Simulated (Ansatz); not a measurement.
**LaZnGa (P6_3/mmc): the equilibrium volume**

At what volume is LaZnGa (P6_3/mmc) free of pressure?

Method: DFT PBEsol, scalar-relativistic, plane waves, PAW, in Ansatz 0.2.0.

## Step 1: The structure to begin with

It takes space group P6_3/mmc (No. 194, hexagonal). Conventional cell: a = 4.507 Å, b = 4.507 Å, c = 8.074 Å, α = 90.00°, β = 90.00°, γ = 120.00°. Ga (site symmetry -6m2) is surrounded by 3 Zn at 2.60 Å. La (site symmetry -3m) is surrounded by 6 Ga at 3.29 Å and 6 Zn at 3.29 Å. Around Zn (site symmetry -6m2) lie 3 Ga at 2.60 Å.

Structure file:

```cif
data_structure
_symmetry_space_group_name_H-M 'P 1'
_symmetry_Int_Tables_number 1
_cell_length_a 4.5070
_cell_length_b 4.5070
_cell_length_c 8.0738
_cell_angle_alpha 90.000
_cell_angle_beta 90.000
_cell_angle_gamma 120.000
_cell_volume 142.03
loop_
_atom_site_label
_atom_site_type_symbol
_atom_site_fract_x
_atom_site_fract_y
_atom_site_fract_z
_atom_site_occupancy
Ga1 Ga 0.33333 0.66667 0.25000 1
Ga2 Ga 0.66667 0.33333 0.75000 1
La1 La 0.00000 0.00000 0.50000 1
La2 La 0.00000 0.00000 0.00000 1
Zn1 Zn 0.33333 0.66667 0.75000 1
Zn2 Zn 0.66667 0.33333 0.25000 1
```

## Step 2: The first run (PBEsol, 6×6×2 mesh)

input.yaml reads:

```yaml
crystal:
  lattice:
    - [4.50698818, 0.0, 0.0]
    - [-2.25349409, 3.90316626, 0.0]
    - [0.0, 0.0, 8.07381687]
  atoms:
    - { symbol: Ga, position: [0.3333333333, 0.6666666667, 0.25] }
    - { symbol: Ga, position: [0.6666666667, 0.3333333333, 0.75] }
    - { symbol: La, position: [0.0, 0.0, 0.5] }
    - { symbol: La, position: [0.0, 0.0, 0.0] }
    - { symbol: Zn, position: [0.3333333333, 0.6666666667, 0.75] }
    - { symbol: Zn, position: [0.6666666667, 0.3333333333, 0.25] }
basis:
  ecutwfc: 420
kpoints:
  mp_grid: { grid: [6, 6, 2] }
hamiltonian:
  xc: pbesol
scf:
  occupations: { method: gaussian, width: 0.1 }
output:
  forces: true
  stress: true
  eigenvalues: true
```

Run with:

```sh
ansatz run input.yaml --threads 8 --pin off --max-ram 14336MiB --backend cpu --events-out ev --progress --plain --runs-dir out
```

The runs that follow: Relaxing cell and atoms.

**Question.** What will these runs give? Wanted: volume; pressure; conventional cell; gap on the mesh.

As calculated:

```
         quantity                                                                       value
           volume                                                              22.446 Å³/atom
         pressure                                                                    0.00 GPa
conventional cell  a = 4.476 Å, b = 4.476 Å, c = 7.764 Å, α = 90.00°, β = 90.00°, γ = 120.00°
  gap on the mesh                                                                none (metal)
```

What this shows: From the first run shown, the volume went from 23.67 to 22.45 Å³/atom (-5.2 %) in 2 runs, where the pressure is zero within 0.01 GPa.
